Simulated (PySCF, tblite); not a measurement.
# C6H6BCl2 radical: geometry, infrared bands and EPR parameters

Aim: predict the infrared bands and EPR parameters of C6H6BCl2 radical (`[H]/[C]=C1/C[C@H](BCl)C=C1Cl`).

Programs: tblite 0.8.0 and PySCF 2.14.0, with density-fitted response routines of our own. Each step states its level of theory. These are calculated values for one molecule in the gas phase, unless marked as measured. Atoms count from 0, in the outputs and in this text.

### 1 Starting geometry

15 atoms, charge 0, multiplicity 2; geometry from: force field or distance geometry start.

Bonds of the start (Å): C0–C1 1.32, C1–C2 1.49, C2–C3 1.54, C3–B4 1.61, B4–Cl5 1.84, C3–C6 1.50, C6–C7 1.31, C7–Cl8 1.75, C7–C1 1.46, C0–H9 1.10, C2–H10 1.12, C2–H11 1.11, C3–H12 1.10, B4–H13 1.18, C6–H14 1.09.

### 2 Geometry optimisation with GFN2-xTB

What the job is given:

```
{"job": {"kind": "relax", "xc": "GFN2-xTB", "basis": "xTB"}, "charge": 0, "multiplicity": 2}
C     -2.371000    -1.035300    -0.863500
C     -1.308900    -0.390700    -0.420100
C      0.022800    -0.382700    -1.099000
C      0.887300     0.508000    -0.188000
B      2.172100    -0.274400     0.380700
Cl     3.861800     0.359600     0.009300
C     -0.015600     0.881400     0.950800
C     -1.223200     0.385700     0.816200
Cl    -2.533700     0.640500     1.953100
H     -3.321200    -1.015200    -0.318000
H     -0.091800     0.087800    -2.107000
H      0.392900    -1.421500    -1.211500
H      1.202200     1.421700    -0.705400
H      2.047000    -1.270600     0.991500
H      0.275000     1.513800     1.789100
```

Command:

```
> OMP_NUM_THREADS=1 python probes_run.py task.json out
```

This one command runs all jobs of the session in turn.

**Question.** This job is followed by: GFN2-xTB harmonic vibrations, gas phase; UKS B3LYP, pcH-1 on B C Cl H, non-relativistic, mean-field spin-orbit, GIAO. What will the session give for the following? strongest single infrared mode (GFN2-xTB); zero-point energy (GFN2-xTB); g(iso) (B3LYP); ⟨S²⟩; largest a(iso); surface potential, 1st and 99th percentile.

The runs gave:

```
                                 quantity                  value
strongest single infrared mode (GFN2-xTB)  1045 cm⁻¹, 231 km/mol
             zero-point energy (GFN2-xTB)          62.1 kcal/mol
                           g(iso) (B3LYP)                2.00253
                                     ⟨S²⟩     0.763 (exact 0.75)
                           largest a(iso)   13C on C0, 300.9 MHz
    surface potential, 1st and 99th percentile     -0.47 V and 1.21 V
```

In words: Relaxing lowered the energy by 0.464 eV in 84 steps; the close pair that moved most is B4–Cl5, from 1.843 to 1.687 Å. All 39 modes are real, so the xTB geometry is a minimum. The strongest single mode, at 1045 cm⁻¹, is carried by H13, B4, H12, C3. GFN2-xTB is a fitted tight-binding method: band positions and strengths are rough. Its intensities can rank the bands wrongly. Most of the unpaired spin sits on C0 (1.08 e). The isotropic g lies 0.2 ppt above the free-electron value.
